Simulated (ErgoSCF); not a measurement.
# A workflow on GeH3 (SMILES [GeH3]), part 1 of 2

Wanted: a single-point energy (UHF/cc-pVDZ), then the energy (UHF/aug-cc-pV(D+d)Z), then a single-point energy (UHF/aug-cc-pV(T+d)Z) of GeH3. 

The results are computed with ErgoSCF 3.8.

## 1. The molecule

The species is GeH3 (4 atoms), meant as a doublet with charge 0. As SMILES, `[GeH3]`. The coordinates come from a PBE0-D4/def2-TZVP relaxation.

Bond lengths: Ge1–H2 1.539 Å, Ge1–H3 1.539 Å, Ge1–H4 1.539 Å. Angles: H2–Ge1–H3 111.1°, H2–Ge1–H4 111.1°, H3–Ge1–H4 111.1°.

## 2. A single-point energy at UHF/cc-pVDZ (run 1)

input.ego

```
set_nthreads(1)
molecule_inline
Ge     0.40553523    -0.23791652    -0.47129770
H      1.99366106     0.20711398     1.92430811
H     -1.66825022    -2.22212895    -0.00018897
H     -0.73094607     2.25293149    -1.45282144
EOF
scf.output_mulliken_pop = 1
spin_polarization = 1
charge = 0
scf.max_number_of_iterations = 70
tmpdir = "."
scf.use_diagonalization = 1
basis = "cc-pVDZ"
run "HF"
```

The basis set cc-pVDZ is read from a file made from the Basis Set Exchange's data (not shown).

Run with:

```console
$ ergo < input.ego
```

The log of the run:

```text
INMA ERGO version 3.8
INMA Ge (charge=32.0) 0.405535 -0.237917 -0.471298
INMA H (charge=1.0) 1.993661 0.207114 1.924308
INMA H (charge=1.0) -1.668250 -2.222129 -0.000189
INMA H (charge=1.0) -0.730946 2.252931 -1.452821
INMA  output_mulliken_pop := 1
INMA  spin_polarization := 1
INMA  charge := 0
INMA  max_number_of_iterations := 70
INMA  use_diagonalization := 1
INMA  basis := cc-pVDZ
INMA Basis really set to cc-pVDZ
INMA running HF
INMA Running HF
INSC SCF_general constructor, number of basis functions: 42
INSC Min internuclear distance:      2.90846 a.u.  =      1.53909 Angstrom
INSC Max internuclear distance:      4.79738 a.u.  =      2.53866 Angstrom
INSC Euclidean norm of overlap matrix =          4.34435385724  (acc 1.49e-08)
INSC Euclidean norm of invCholFactor after truncation =          9.09830962674
INSC Beginning of SCF cycle 1
INSC nuclearEnergy, energy_2el, energy = 33.632093, 311.169831, -1131.859172
INSC Energy   1 =      -1131.85917191570
INSC maxabs FDS-SDF (alpha) is     5.09
INSC maxabs FDS-SDF (beta ) is      4.8
INDE E_HOMO =         -3.99468785771
INDE E_LUMO =         -1.78907991840
INDE E_HOMO =         -4.06295089201
INDE E_LUMO =         -3.96807629476
INSC <S2>_exact =   0.750, <S2> =          0.75007609728
INSC Beginning of SCF cycle 2
INSC nuclearEnergy, energy_2el, energy = 33.632093, 907.365804, -2071.982445
INSC Energy   2 =      -2071.98244492103
INSC maxabs FDS-SDF (alpha) is    0.293
INSC maxabs FDS-SDF (beta ) is    0.287
INSC using DIIS to get combined Fock matrix, number of iters used for DIIS:  2
INDE E_HOMO =          0.16723085596
INDE E_LUMO =          0.17122561950
INDE E_HOMO =         -0.08488251203
INDE E_LUMO =          0.20465481578
INSC <S2>_exact =   0.750, <S2> =          0.78408260021
INSC Beginning of SCF cycle 3
INSC nuclearEnergy, energy_2el, energy = 33.632093, 830.859404, -2076.483102
INSC Energy   3 =      -2076.48310202068  ( diff     -4.500657099654291 )
INSC maxabs FDS-SDF (alpha) is    0.258
INSC maxabs FDS-SDF (beta ) is    0.242
INSC using DIIS to get combined Fock matrix, number of iters used for DIIS:  3
INDE E_HOMO =         -0.16110686444
INDE E_LUMO =          0.13846407030
INDE E_HOMO =         -0.34279911277
INDE E_LUMO =          0.07485948434
INSC <S2>_exact =   0.750, <S2> =          0.76349379060
INSC Beginning of SCF cycle 4
INSC nuclearEnergy, energy_2el, energy = 33.632093, 847.394947, -2076.988483
INSC Energy   4 =      -2076.98848314123  ( diff     -0.505381120551647 )
INSC maxabs FDS-SDF (alpha) is   0.0545
INSC maxabs FDS-SDF (beta ) is   0.0498
INSC using DIIS to get combined Fock matrix, number of iters used for DIIS:  4
INDE E_HOMO =         -0.34005464981
INDE E_LUMO =          0.15592196758
INDE E_HOMO =         -0.47856941210
INDE E_LUMO =          0.02836556693
INSC <S2>_exact =   0.750, <S2> =          0.75608646722
INSC Beginning of SCF cycle 5
INSC nuclearEnergy, energy_2el, energy = 33.632093, 852.315898, -2077.033523
INSC Energy   5 =      -2077.03352274158  ( diff     -0.045039600351629 )
INSC maxabs FDS-SDF (alpha) is  0.00488
INSC maxabs FDS-SDF (beta ) is  0.00473
INSC using DIIS to get combined Fock matrix, number of iters used for DIIS:  5
INDE E_HOMO =         -0.32766260869
INDE E_LUMO =          0.16000780780
INDE E_HOMO =         -0.46952041910
INDE E_LUMO =          0.03729614468
INSC <S2>_exact =   0.750, <S2> =          0.75508007902
INSC Beginning of SCF cycle 6
INSC nuclearEnergy, energy_2el, energy = 33.632093, 852.365909, -2077.034307
INSC Energy   6 =      -2077.03430679178  ( diff     -0.000784050195307 )
INSC maxabs FDS-SDF (alpha) is  0.00139
INSC maxabs FDS-SDF (beta ) is   0.0021
INSC using DIIS to get combined Fock matrix, number of iters used for DIIS:  6
INDE E_HOMO =         -0.32860865396
INDE E_LUMO =          0.16071666867
INDE E_HOMO =         -0.46844065657
INDE E_LUMO =          0.03986094663
INSC <S2>_exact =   0.750, <S2> =          0.75443049408
INSC Beginning of SCF cycle 7
INSC nuclearEnergy, energy_2el, energy = 33.632093, 852.275845, -2077.034395
INSC Energy   7 =      -2077.03439517754  ( diff     -0.000088385764229 )
INSC maxabs FDS-SDF (alpha) is 0.000296
INSC maxabs FDS-SDF (beta ) is  0.00035
INSC using DIIS to get combined Fock matrix, number of iters used for DIIS:  7
INDE E_HOMO =         -0.32884088482
INDE E_LUMO =          0.16041279917
INDE E_HOMO =         -0.46867720867
INDE E_LUMO =          0.03947913573
INSC <S2>_exact =   0.750, <S2> =          0.75422255882
INSC Beginning of SCF cycle 8
INSC nuclearEnergy, energy_2el, energy = 33.632093, 852.288673, -2077.034399
INSC Energy   8 =      -2077.03439943570  ( diff     -0.000004258157787 )
INSC maxabs FDS-SDF (alpha) is  0.00013
INSC maxabs FDS-SDF (beta ) is 0.000105
INSC using DIIS to get combined Fock matrix, number of iters used for DIIS:  8
INDE E_HOMO =         -0.32864840148
INDE E_LUMO =          0.16041243861
INDE E_HOMO =         -0.46844397126
INDE E_LUMO =          0.03944352712
INSC <S2>_exact =   0.750, <S2> =          0.75412372776
INSC Beginning of SCF cycle 9
INSC nuclearEnergy, energy_2el, energy = 33.632093, 852.288922, -2077.034400
INSC Energy   9 =      -2077.03440044842  ( diff     -0.000001012724169 )
INSC maxabs FDS-SDF (alpha) is 6.34e-05
INSC maxabs FDS-SDF (beta ) is 3.95e-05
INSC using DIIS to get combined Fock matrix, number of iters used for DIIS:  9
INDE E_HOMO =         -0.32868569582
INDE E_LUMO =          0.16041465909
INDE E_HOMO =         -0.46840484075
INDE E_LUMO =          0.03943631409
INSC <S2>_exact =   0.750, <S2> =          0.75406827306
INSC Beginning of SCF cycle 10
INSC nuclearEnergy, energy_2el, energy = 33.632093, 852.288562, -2077.034401
INSC Energy  10 =      -2077.03440068553  ( diff     -0.000000237102995 )
INSC maxabs FDS-SDF (alpha) is 1.46e-05
INSC maxabs FDS-SDF (beta ) is 1.74e-05
INSC using DIIS to get combined Fock matrix, number of iters used for DIIS: 10
INDE E_HOMO =         -0.32867499140
INDE E_LUMO =          0.16040902311
INDE E_HOMO =         -0.46836552735
INDE E_LUMO =          0.03941179392
INSC <S2>_exact =   0.750, <S2> =          0.75405025465
INSC Beginning of SCF cycle 11
INSC nuclearEnergy, energy_2el, energy = 33.632093, 852.289091, -2077.034401
INSC Energy  11 =      -2077.03440070762  ( diff     -0.000000022097538 )
INSC maxabs FDS-SDF (alpha) is 4.58e-06
INSC maxabs FDS-SDF (beta ) is 3.05e-06
INSC using DIIS to get combined Fock matrix, number of iters used for DIIS: 10
INDE E_HOMO =         -0.32867379166
INDE E_LUMO =          0.16041200855
INDE E_HOMO =         -0.46836007507
INDE E_LUMO =          0.03941786110
INSC <S2>_exact =   0.750, <S2> =          0.75404769914
INSC Beginning of SCF cycle 12
INSC nuclearEnergy, energy_2el, energy = 33.632093, 852.288987, -2077.034401
INSC Energy  12 =      -2077.03440070862  ( diff     -0.000000000993168 )
INSC maxabs FDS-SDF (alpha) is 9.14e-07
INSC maxabs FDS-SDF (beta ) is 7.18e-07
INSC using DIIS to get combined Fock matrix, number of iters used for DIIS: 10
INDE E_HOMO =         -0.32867499375
INDE E_LUMO =          0.16041172953
INDE E_HOMO =         -0.46836101347
INDE E_LUMO =          0.03941696673
INSC <S2>_exact =   0.750, <S2> =          0.75404756885
INSC Beginning of SCF cycle 13
INSC nuclearEnergy, energy_2el, energy = 33.632093, 852.288984, -2077.034401
INSC Energy  13 =      -2077.03440070868  ( diff     -0.000000000063210 )
INSC maxabs FDS-SDF (alpha) is 2.15e-07
INSC maxabs FDS-SDF (beta ) is 2.48e-07
INSC using DIIS to get combined Fock matrix, number of iters used for DIIS: 10
INDE E_HOMO =         -0.32867467768
INDE E_LUMO =          0.16041169249
INDE E_HOMO =         -0.46836105564
INDE E_LUMO =          0.03941668651
INSC <S2>_exact =   0.750, <S2> =          0.75404753011
INSC Beginning of SCF cycle 14
INSC nuclearEnergy, energy_2el, energy = 33.632093, 852.288990, -2077.034401
INSC Energy  14 =      -2077.03440070869  ( diff     -0.000000000008640 )
INSC maxabs FDS-SDF (alpha) is 3.72e-08
INSC maxabs FDS-SDF (beta ) is 1.76e-08
RESC CONVERGED after  14 iterations.
RESC FINAL ENERGY:      -2077.03440070869
RESC FINAL <S2> =          0.75404753011
TISC Main SCF loop took     34.65 usr cpu s       0.07 sys cpu s      34.71 wall s
INSC SCF: dipole_moment_x [atomic units] =       0.04128439
INSC SCF: dipole_moment_y [atomic units] =      -0.02419919
INSC SCF: dipole_moment_z [atomic units] =      -0.04795591
INSC Sum of Mulliken charges (electrons):      35.0000000
INSC Mulliken charge of atom 0 =       0.2754773
INSC Mulliken charge of atom 1 =      -0.0918268
INSC Mulliken charge of atom 2 =      -0.0918245
INSC Mulliken charge of atom 3 =      -0.0918260
INSC Sum of Mulliken atomic charges:       0.0000000
INSC Mulliken spin density of atom 0 =       1.0036340
INSC Mulliken spin density of atom 1 =      -0.0012123
INSC Mulliken spin density of atom 2 =      -0.0012101
INSC Mulliken spin density of atom 3 =      -0.0012116
INSC Sum of Mulliken atomic spin densities:       1.0000000
```

Run time: 36 s. Hardware: 1 thread of Arm Neoverse V1, shared host; peak memory 0.26 GiB.

## 3. A single-point energy at UHF/aug-cc-pV(D+d)Z (run 2)

input.ego, as its differences from that of step 2:

```diff
@@ -13,3 +13,3 @@
 scf.use_diagonalization = 1
-basis = "cc-pVDZ"
+basis = "aug-cc-pV(D+d)Z"
 run "HF"
```

The basis set aug-cc-pV(D+d)Z is read from a file made from the Basis Set Exchange's data (not shown).

Run with:

```console
$ ergo < input.ego
```

The log of the run:

```text
INMA ERGO version 3.8
INMA Ge (charge=32.0) 0.405535 -0.237917 -0.471298
INMA H (charge=1.0) 1.993661 0.207114 1.924308
INMA H (charge=1.0) -1.668250 -2.222129 -0.000189
INMA H (charge=1.0) -0.730946 2.252931 -1.452821
INMA  output_mulliken_pop := 1
INMA  spin_polarization := 1
INMA  charge := 0
INMA  max_number_of_iterations := 70
INMA  use_diagonalization := 1
INMA  basis := aug-cc-pV(D+d)Z
INMA Basis really set to aug-cc-pV(D+d)Z
INMA running HF
INMA Running HF
INSC SCF_general constructor, number of basis functions: 63
INSC Min internuclear distance:      2.90846 a.u.  =      1.53909 Angstrom
INSC Max internuclear distance:      4.79738 a.u.  =      2.53866 Angstrom
INSC Euclidean norm of overlap matrix =          7.28494102953  (acc 1.49e-08)
INSC Euclidean norm of invCholFactor after truncation =         32.87041844195
INSC Beginning of SCF cycle 1
INSC nuclearEnergy, energy_2el, energy = 33.632093, 213.163548, -841.273503
INSC Energy   1 =       -841.27350259098
INSC maxabs FDS-SDF (alpha) is     7.61
INSC maxabs FDS-SDF (beta ) is     7.18
INDE E_HOMO =         -6.12445726177
INDE E_LUMO =         -3.26705380142
INDE E_HOMO =         -6.45697804316
INDE E_LUMO =         -6.10327908967
INSC <S2>_exact =   0.750, <S2> =          0.75002806666
INSC Beginning of SCF cycle 2
INSC nuclearEnergy, energy_2el, energy = 33.632093, 915.313476, -2070.715181
INSC Energy   2 =      -2070.71518088193
INSC maxabs FDS-SDF (alpha) is    0.301
INSC maxabs FDS-SDF (beta ) is    0.295
INSC using DIIS to get combined Fock matrix, number of iters used for DIIS:  2
INDE E_HOMO =          0.04096344161
INDE E_LUMO =          0.06616535884
INDE E_HOMO =          0.05359064749
INDE E_LUMO =          0.06256918613
INSC <S2>_exact =   0.750, <S2> =          0.78645029243
INSC Beginning of SCF cycle 3
INSC nuclearEnergy, energy_2el, energy = 33.632093, 728.741827, -2066.717405
INSC Energy   3 =      -2066.71740519361  ( diff      3.997775688318143 )
INSC maxabs FDS-SDF (alpha) is     1.18
INSC maxabs FDS-SDF (beta ) is     1.12
INSC restarting DIIS because energy did not improve.
INSC mixing best Fock matrix so far with next one, stepLength =   0.400000
INDE E_HOMO =         -3.46336031293
INDE E_LUMO =         -1.55047394595
INDE E_HOMO =         -3.60867293426
INDE E_LUMO =         -3.24079111286
INSC <S2>_exact =   0.750, <S2> =          0.75014477487
INSC Beginning of SCF cycle 4
INSC nuclearEnergy, energy_2el, energy = 33.632093, 913.948131, -2071.382107
INSC Energy   4 =      -2071.38210717709  ( diff     -0.666926295163648 )
INSC maxabs FDS-SDF (alpha) is    0.297
INSC maxabs FDS-SDF (beta ) is    0.291
INSC mixing best Fock matrix so far with next one, stepLength =   0.400000
INSC increased steplength by factor 1.1, stepLength =   0.440000
INDE E_HOMO =         -1.87698468151
INDE E_LUMO =         -0.61284140193
INDE E_HOMO =         -1.93139577616
INDE E_LUMO =         -1.53944035938
INSC <S2>_exact =   0.750, <S2> =          0.75065434519
INSC Beginning of SCF cycle 5
INSC nuclearEnergy, energy_2el, energy = 33.632093, 910.491018, -2072.424774
INSC Energy   5 =      -2072.42477423373  ( diff     -1.042667056642131 )
INSC maxabs FDS-SDF (alpha) is    0.289
INSC maxabs FDS-SDF (beta ) is    0.283
INSC mixing best Fock matrix so far with next one, stepLength =   0.440000
INSC increased steplength by factor 1.1, stepLength =   0.484000
INDE E_HOMO =         -0.86703341911
INDE E_LUMO =         -0.17005359844
INDE E_HOMO =         -0.91021534629
INDE E_LUMO =         -0.48520439750
INSC <S2>_exact =   0.750, <S2> =          0.75216353149
INSC Beginning of SCF cycle 6
INSC nuclearEnergy, energy_2el, energy = 33.632093, 900.419677, -2074.230283
INSC Energy   6 =      -2074.23028314538  ( diff     -1.805508911650122 )
INSC maxabs FDS-SDF (alpha) is    0.266
INSC maxabs FDS-SDF (beta ) is    0.259
INSC mixing best Fock matrix so far with next one, stepLength =   0.484000
INSC increased steplength by factor 1.1, stepLength =   0.532400
INDE E_HOMO =         -0.35120174893
INDE E_LUMO =         -0.01241529493
INDE E_HOMO =         -0.45988912837
INDE E_LUMO =         -0.05224324308
INSC <S2>_exact =   0.750, <S2> =          0.75561618232
INSC Beginning of SCF cycle 7
INSC nuclearEnergy, energy_2el, energy = 33.632093, 880.246297, -2076.179350
INSC Energy   7 =      -2076.17935044331  ( diff     -1.949067297927286 )
INSC maxabs FDS-SDF (alpha) is    0.198
INSC maxabs FDS-SDF (beta ) is    0.194
INSC mixing best Fock matrix so far with next one, stepLength =   0.532400
INSC increased steplength by factor 1.1, stepLength =   0.585640
INDE E_HOMO =         -0.21836282507
INDE E_LUMO =          0.02580265743
INDE E_HOMO =         -0.37037113026
INDE E_LUMO =          0.02124740569
INSC <S2>_exact =   0.750, <S2> =          0.75778137810
INSC Beginning of SCF cycle 8
INSC nuclearEnergy, energy_2el, energy = 33.632093, 863.345970, -2076.897986
INSC Energy   8 =      -2076.89798631973  ( diff     -0.718635876418830 )
INSC maxabs FDS-SDF (alpha) is   0.0972
INSC maxabs FDS-SDF (beta ) is   0.0961
INSC using DIIS to get combined Fock matrix, number of iters used for DIIS:  1
INDE E_HOMO =         -0.26286328654
INDE E_LUMO =          0.03931526774
INDE E_HOMO =         -0.41964997395
INDE E_LUMO =          0.03679961347
INSC <S2>_exact =   0.750, <S2> =          0.75806565590
INSC Beginning of SCF cycle 9
INSC nuclearEnergy, energy_2el, energy = 33.632093, 849.503277, -2077.024654
INSC Energy   9 =      -2077.02465354541  ( diff     -0.126667225687015 )
INSC maxabs FDS-SDF (alpha) is    0.035
INSC maxabs FDS-SDF (beta ) is   0.0329
INSC using DIIS to get combined Fock matrix, number of iters used for DIIS:  2
INDE E_HOMO =         -0.32473240474
INDE E_LUMO =          0.03673281270
INDE E_HOMO =         -0.46825523421
INDE E_LUMO =          0.01581407968
INSC <S2>_exact =   0.750, <S2> =          0.75697247740
INSC Beginning of SCF cycle 10
INSC nuclearEnergy, energy_2el, energy = 33.632093, 852.403425, -2077.034458
INSC Energy  10 =      -2077.03445750010  ( diff     -0.009803954690142 )
INSC maxabs FDS-SDF (alpha) is  0.00649
INSC maxabs FDS-SDF (beta ) is  0.00431
INSC using DIIS to get combined Fock matrix, number of iters used for DIIS:  3
INDE E_HOMO =         -0.32926893881
INDE E_LUMO =          0.03757769821
INDE E_HOMO =         -0.47094156193
INDE E_LUMO =          0.01789231884
INSC <S2>_exact =   0.750, <S2> =          0.75599144680
INSC Beginning of SCF cycle 11
INSC nuclearEnergy, energy_2el, energy = 33.632093, 852.292555, -2077.035293
INSC Energy  11 =      -2077.03529321577  ( diff     -0.000835715661196 )
INSC maxabs FDS-SDF (alpha) is  0.00185
INSC maxabs FDS-SDF (beta ) is  0.00163
INSC using DIIS to get combined Fock matrix, number of iters used for DIIS:  4
INDE E_HOMO =         -0.32877945104
INDE E_LUMO =          0.03760128520
INDE E_HOMO =         -0.46937502453
INDE E_LUMO =          0.01869887236
INSC <S2>_exact =   0.750, <S2> =          0.75523155512
INSC Beginning of SCF cycle 12
INSC nuclearEnergy, energy_2el, energy = 33.632093, 852.296921, -2077.035381
INSC Energy  12 =      -2077.03538144172  ( diff     -0.000088225952823 )
INSC maxabs FDS-SDF (alpha) is 0.000339
INSC maxabs FDS-SDF (beta ) is 0.000404
INSC using DIIS to get combined Fock matrix, number of iters used for DIIS:  5
INDE E_HOMO =         -0.32922702974
INDE E_LUMO =          0.03759723115
INDE E_HOMO =         -0.46946423907
INDE E_LUMO =          0.01866612369
INSC <S2>_exact =   0.750, <S2> =          0.75486391202
INSC Beginning of SCF cycle 13
INSC nuclearEnergy, energy_2el, energy = 33.632093, 852.288481, -2077.035390
INSC Energy  13 =      -2077.03539007669  ( diff     -0.000008634974620 )
INSC maxabs FDS-SDF (alpha) is  0.00012
INSC maxabs FDS-SDF (beta ) is 0.000112
INSC using DIIS to get combined Fock matrix, number of iters used for DIIS:  6
INDE E_HOMO =         -0.32920885937
INDE E_LUMO =          0.03759107279
INDE E_HOMO =         -0.46929481149
INDE E_LUMO =          0.01858744209
INSC <S2>_exact =   0.750, <S2> =          0.75474289433
INSC Beginning of SCF cycle 14
INSC nuclearEnergy, energy_2el, energy = 33.632093, 852.290997, -2077.035391
INSC Energy  14 =      -2077.03539113613  ( diff     -0.000001059441729 )
INSC maxabs FDS-SDF (alpha) is 5.48e-05
INSC maxabs FDS-SDF (beta ) is 4.83e-05
INSC using DIIS to get combined Fock matrix, number of iters used for DIIS:  7
INDE E_HOMO =         -0.32915148143
INDE E_LUMO =          0.03759638575
INDE E_HOMO =         -0.46919522587
INDE E_LUMO =          0.01859374442
INSC <S2>_exact =   0.750, <S2> =          0.75469324529
INSC Beginning of SCF cycle 15
INSC nuclearEnergy, energy_2el, energy = 33.632093, 852.290784, -2077.035391
INSC Energy  15 =      -2077.03539133799  ( diff     -0.000000201856892 )
INSC maxabs FDS-SDF (alpha) is 1.54e-05
INSC maxabs FDS-SDF (beta ) is 1.73e-05
INSC using DIIS to get combined Fock matrix, number of iters used for DIIS:  8
INDE E_HOMO =         -0.32916684394
INDE E_LUMO =          0.03759604912
INDE E_HOMO =         -0.46917634348
INDE E_LUMO =          0.01858555378
INSC <S2>_exact =   0.750, <S2> =          0.75468162756
INSC Beginning of SCF cycle 16
INSC nuclearEnergy, energy_2el, energy = 33.632093, 852.290676, -2077.035391
INSC Energy  16 =      -2077.03539135826  ( diff     -0.000000020267635 )
INSC maxabs FDS-SDF (alpha) is 3.18e-06
INSC maxabs FDS-SDF (beta ) is 3.15e-06
INSC using DIIS to get combined Fock matrix, number of iters used for DIIS:  9
INDE E_HOMO =         -0.32916611786
INDE E_LUMO =          0.03759574818
INDE E_HOMO =         -0.46917610886
INDE E_LUMO =          0.01858551319
INSC <S2>_exact =   0.750, <S2> =          0.75467943023
INSC Beginning of SCF cycle 17
INSC nuclearEnergy, energy_2el, energy = 33.632093, 852.290783, -2077.035391
INSC Energy  17 =      -2077.03539135910  ( diff     -0.000000000841283 )
INSC maxabs FDS-SDF (alpha) is 5.88e-07
INSC maxabs FDS-SDF (beta ) is 4.21e-07
INSC using DIIS to get combined Fock matrix, number of iters used for DIIS: 10
INDE E_HOMO =         -0.32916667813
INDE E_LUMO =          0.03759579814
INDE E_HOMO =         -0.46917619122
INDE E_LUMO =          0.01858529833
INSC <S2>_exact =   0.750, <S2> =          0.75467924932
INSC Beginning of SCF cycle 18
INSC nuclearEnergy, energy_2el, energy = 33.632093, 852.290769, -2077.035391
INSC Energy  18 =      -2077.03539135912  ( diff     -0.000000000018190 )
INSC maxabs FDS-SDF (alpha) is 8.32e-08
INSC maxabs FDS-SDF (beta ) is 8.12e-08
RESC CONVERGED after  18 iterations.
RESC FINAL ENERGY:      -2077.03539135912
RESC FINAL <S2> =          0.75467924932
TISC Main SCF loop took     80.02 usr cpu s       0.09 sys cpu s      80.11 wall s
INSC SCF: dipole_moment_x [atomic units] =       0.00986027
INSC SCF: dipole_moment_y [atomic units] =      -0.00576258
INSC SCF: dipole_moment_z [atomic units] =      -0.01143496
INSC Sum of Mulliken charges (electrons):      35.0000000
INSC Mulliken charge of atom 0 =       0.3059341
INSC Mulliken charge of atom 1 =      -0.1019656
INSC Mulliken charge of atom 2 =      -0.1019932
INSC Mulliken charge of atom 3 =      -0.1019754
INSC Sum of Mulliken atomic charges:      -0.0000000
INSC Mulliken spin density of atom 0 =       1.0112989
INSC Mulliken spin density of atom 1 =      -0.0037655
INSC Mulliken spin density of atom 2 =      -0.0037673
INSC Mulliken spin density of atom 3 =      -0.0037662
INSC Sum of Mulliken atomic spin densities:       1.0000000
```

It took 82 s on 1 thread of Arm Neoverse V1, shared host; peak memory 0.26 GiB.

(Continued in part 2 of 2.)
